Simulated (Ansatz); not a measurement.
# Ga2H2 (triplet): from Hartree-Fock to the top rungs, cc-pVTZ

An exercise on one series of results from a longer session: the logs are not shown, and one member is left open.

Method: cc-pVTZ, core rule «outside noble gas», up to 28 orbitals frozen; program: Ansatz 0.2.0, Gaussian basis.

The runs, in order: UHF; CCSD(T) on ROHF; CCSD(T) on UHF; BCCD(T) on ROHF; CCSDT(Q) on ROHF; CCSDT(Q) on UHF; CASSCF and MRCISD+Q, 8 electrons in 10 orbitals; CASSCF and NEVPT4(SD), 8 electrons in 10 orbitals; CASSCF and NEVPT2, 8 electrons in 10 orbitals.

16 further runs of the same task are left out: 10 for a known fault of the program, 6 set aside as unsound or not needed.

### The system

The geometry is a PBE0/def2-TZVP stationary point (not a proven minimum). No spin-orbit coupling is included. The filled d shell of Ga may be among the frozen orbitals whatever the setting's name suggests; the logs give the count.

4 atoms, charge 0, spin multiplicity 3.

Atoms are counted from 1 here; the program's logs count them from 0.

Bond lengths: Ga1–Ga2 2.482 Å, Ga1–H3 1.564 Å, Ga1–H4 1.564 Å. Angles: Ga2–Ga1–H3 114.7°, Ga2–Ga1–H4 114.7°, H3–Ga1–H4 130.7°.

The first run:

Contents of in.yaml:

```yaml
crystal:
  periodic: [false, false, false]
  atoms:
    - {symbol: Ga, position_ang: [0.000000, 0.000000, -1.214166]}
    - {symbol: Ga, position_ang: [0.000000, 0.000000, 1.268134]}
    - {symbol: H, position_ang: [0.000000, 1.421600, -1.866566]}
    - {symbol: H, position_ang: [0.000000, -1.421600, -1.866566]}
basis:
  gaussian: {orbitals: cc-pVTZ}
magnetization: {spin_polarized: true, initial_magnetization: 2}
hamiltonian: {xc: hf}
output: {orbitals: {seedname: orbitals}}
```

The run is started by

```console
ansatz run in.yaml --threads 1 --pin off --events-out ev --progress --plain --max-ram 4096MiB --backend cpu
```

Among the steps run: UHF; CCSD(T) on ROHF; CCSD(T) on UHF; BCCD(T) on ROHF; CCSDT(Q) on ROHF; CCSDT(Q) on UHF; CASSCF and MRCISD+Q, 8 electrons in 10 orbitals; CASSCF and NEVPT4(SD), 8 electrons in 10 orbitals; CASSCF and NEVPT2, 8 electrons in 10 orbitals.

One table of the session follows, with a row left open; its other results are not shown here.

It belongs to the step «Misses and costs». 

```
            method  from UCCSDT(Q) (meV)
              ROHF               +4254.8
               UHF               +4130.3
              RMP2                +957.1
              UMP2                +963.7
             RCCSD                +190.6
             UCCSD                +172.9
          RCCSD(T)                 +50.9
          UCCSD(T)                 +39.0
           BCCD(T)                 +50.1
            RCCSDT                 +18.7
            UCCSDT                  +6.0
         RCCSDT(Q)                 +12.5
         UCCSDT(Q)                     0
    CASSCF valence               +2530.2
    NEVPT2 valence                     ?
NEVPT4(SD) valence                +113.3
    MRCISD valence                +157.2
  MRCISD+Q valence                 +15.0
```

Estimate the missing values for NEVPT2 valence.

The run gave: from UCCSDT(Q) (meV): +713.2. In the column «from UCCSDT(Q) (meV)» it lies between RCCSD (+190.6) and RMP2 (+957.1).

With the free atoms at the same levels and basis (separate runs), the atomisation energy is 6.119 eV at UCCSDT(Q), 6.093 eV at RCCSD(T), 6.097 eV at UCCSD(T), 4.633 eV at ROHF.

Caveats from the session: Restricted and unrestricted rows rest on different reference determinants; where their highest levels disagree by more than a few hundredths of an eV, they describe different states and don't form one ladder.
